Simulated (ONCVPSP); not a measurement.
# Pseudopotential generation for copper: ONCV, PW91

Task: generate the file, and judge it by its errors in other configurations, its logarithmic derivatives, its ghosts and its cutoff.

Program: ONCVPSP 4.0.1. Reference atom: PW91, non-relativistic, spherical and spin-unpolarised. All values are calculated.

**1. Settings**

The settings as typed:

| Property | Result |
| --- | --- |
| element | copper (Cu, Z = 29) |
| type | optimised norm-conserving Vanderbilt (ONCV) |
| frozen core | [Ar] |
| valence charge | 11 |
| reference configuration | 3d10 4s1 |
| partial waves | 4s: rc 2.25 bohr, ncon 3, nbas 7, qcut 3.3 1/bohr, 2 projectors, debl 1 Ha; p scattering state at 0.02 Ha: rc 2.00 bohr, ncon 4, nbas 9, qcut 3.7 1/bohr, 3 projectors, debl 3.9 Ha; 3d: rc 1.10 bohr, ncon 5, nbas 9, qcut 16 1/bohr, local |
| local potential | the d channel |
| core correction | polynomial model core, fcfact 0.4 |

The outer shells as boxes (Hund's rule for the drawing; the calculation is spin-unpolarised):

```
[Ar] core
3d [↑↓][↑↓][↑↓][↑↓][↑↓]
4s [↑ ]
```

**2. The generation run**

The input, Cu.dat:

```
# ATOM AND REFERENCE CONFIGURATION
# atsym  z   nc   nv     iexc    psfile
  Cu 29.00    5    2  -109134      upf
#
#   n    l    f
    1    0    2.00
    2    0    2.00
    2    1    6.00
    3    0    2.00
    3    1    6.00
    3    2   10.00
    4    0    1.00
#
# PSEUDOPOTENTIAL AND OPTIMIZATION
# lmax
    2
#
#   l,   rc,      ep,       ncon, nbas, qcut
    0    2.25    0.00    3    7    3.30
    1    2.00    0.02    4    9    3.70
    2    1.10    0.00    5    9   16.00
#
# LOCAL POTENTIAL
# lloc, lpopt,  rc(5),   dvloc0
    2    5    1.10    0.00
#
# VANDERBILT-KLEINMAN-BYLANDER PROJECTORs
# l, nproj, debl
    0    2    1.00
    1    3    3.90
    2    0    1.70
#
# MODEL CORE CHARGE
# icmod, fcfact, rcfact
    1    0.40    0.00
#
# LOG DERIVATIVE ANALYSIS
# epsh1, epsh2, depsh
   -2.00    5.00    0.02
#
# OUTPUT GRID
# rlmax, drl
    6.00    0.01
#
# TEST CONFIGURATIONS
# ncnf
    4
# nvcnf
#   n    l    f
    2
    3    2   10.00
    4    0    0.00
#
    2
    3    2    9.00
    4    0    0.00
#
    2
    3    2    8.00
    4    0    0.00
#
    2
    3    2   10.00
    4    0    0.50
#
```

Started as:

```console
$ oncvpspnr.x < Cu.dat > Cu.out
```

What does the calculation give? Wanted: cutoffs for 1 and 0.1 mHa per electron, occupied waves; bound ghosts; GHOST(+) flags; largest test error; largest phase difference near zero energy, channels read; rms error of d²Exc/dn², without and with the model core.

As calculated:

| quantity | value |
| --- | --- |
| cutoffs for 1 and 0.1 mHa per electron, occupied waves | 96 Ha and 110 Ha |
| bound ghosts | s at -404.54 eV |
| GHOST(+) flags | s at 99 eV, p at 101 eV |
| largest test error (AE − PS) | -77 meV, for 3d9 4s0 (1 test unsolved) |
| largest phase difference near zero energy, channels read | 0.003 rad |
| rms error of d²Exc/dn², without and with the model core | 7.86 and 2.88 mHa |

In words: A bound ghost (s) makes it unfit for use: electrons can fall into a state that the atom doesn't have. By total energies transferability is fair where solved: the largest error is 77 meV on 29.6 eV, for 3d9 4s0. Of the tests 1 gave no usable energy difference, which is a warning in itself. The potential is very hard: the looser tolerance needs 96 Ha. At the looser tolerance the 3d wave is the slowest; 4s needs 4 Ha. Near zero energy the phases of the channels with partial waves agree within 0.003 rad. The program also flags highly localised states, GHOST(+) (s, p). All of this concerns the isolated atom, not yet a solid.
